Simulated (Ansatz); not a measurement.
## Ni₃GeC, space group Pm-3m: cell relaxations under several functionals, step by step

With the Python package of Ansatz (0.2.0).

Input file `ni3gec.extxyz`:
```text
5
Lattice="3.808709 0.0 0.0 0.0 3.808709 0.0 0.0 0.0 3.808709" Properties=species:S:1:pos:R:3:initial_magmoms:R:1 pbc="T T T"
Ni    0.00000000    1.90435450    1.90435450  1.50
Ni    1.90435450    1.90435450    0.00000000  1.50
Ni    1.90435450    0.00000000    1.90435450  1.50
Ge    0.00000000    0.00000000    0.00000000  0.00
C     1.90435450    1.90435450    1.90435450  0.00
```

Notebook, run cell by cell (the value of a cell's last expression is shown):

**Cell 1**
```python
import ansatz
import numpy as np

params = {
    "tolerance": 1e-10,
    "kmesh": (6, 6, 6),
}
```

**Cell 2**
```python
def edges_and_angles(cell):
    cell = np.asarray(cell)
    a, b, c = np.linalg.norm(cell, axis=1)
    cosines = cell[1] @ cell[2] / (b * c), cell[0] @ cell[2] / (a * c), cell[0] @ cell[1] / (a * b)
    return (a, b, c, *np.degrees(np.arccos(cosines)))
```

**Cell 3**
```python
crystal = ansatz.Crystal.from_extxyz("ni3gec.extxyz")
```

**Cell 4**
```python
model = (
    crystal.calculation()
    .scf(tolerance=params["tolerance"])
    .kpoints(mesh=params["kmesh"])
    .occupations(ansatz.OccupationsMethod.FERMI_DIRAC)
    .spin("collinear")
    .relax(cell=True)
)
```

**Cell 5**
```python
levels = [("pbe", "d4"), ("pbesol", "none"), ("lda", "none")]
print("level            a       b       c    alpha   beta  gamma  V/atom  steps")
for name, dispersion in levels:
    seen = []
    run = model.functional(name, dispersion=dispersion).session().plan()
    out = run.execute(on_event=lambda e: seen.append(e) if e["event"] == "relax_step" else None)
    cell = out.lattice.cell_ang
    label = name if dispersion == "none" else f"{name}+{dispersion}"
    print("{:13s} {:7.4f} {:7.4f} {:7.4f} {:6.2f} {:6.2f} {:6.2f}".format(label, *edges_and_angles(cell)), f"{abs(np.linalg.det(cell)) / len(out.lattice.sites):7.3f} {len(seen):5d}")
```
Output:
```text
level            a       b       c    alpha   beta  gamma  V/atom  steps
DeckWarning: basis.ecutwfc = 420 eV, auto-derived from the records' recommended cutoffs: set by Ni (normal level)
RunWarning: the starting moments were not kept: the SCF closed with an absolute magnetisation of 1.4e-7 μB, where they sum to 4.5 μB in size (3 sites). That is at most 0.1 of that sum. Measured as [...]
pbe+d4         3.7806  3.7806  3.7806  90.00  90.00  90.00  10.807     5
pbesol         3.7640  3.7640  3.7640  90.00  90.00  90.00  10.666     5
lda            3.7283  3.7283  3.7283  90.00  90.00  90.00  10.365     7
```

From smallest to largest: LDA (10.36 Å³ an atom, -6.2 % against the start), PBEsol (10.67 Å³ an atom, -3.5 % against the start) and PBE+D4 (10.81 Å³ an atom, -2.2 % against the start). The spread is 4.3 % in volume.

Reading the output:
- The SCF didn't keep the moments it started from (some shrank, vanished or turned); what is printed is the state reached.
- Forces vanish by symmetry, so the ions can't move, and the end may be a saddle.
- Dispersion corrections can be off by several per cent in the lattices of metals, and by several GPa in the pressure at a fixed cell.
- The mesh is modest for a metal, so energies can be off by several to tens of meV an atom and pressures by half a GPa or more; differences at equal mesh fare better.
- The structure comes from a database of computed cells and needn't be a stable or known phase.
- Warnings are shown shortened and without file and line.
- It ran for 2.6 min on 1 thread of Arm Neoverse V2, on a shared host, peak memory 0.51 GiB.
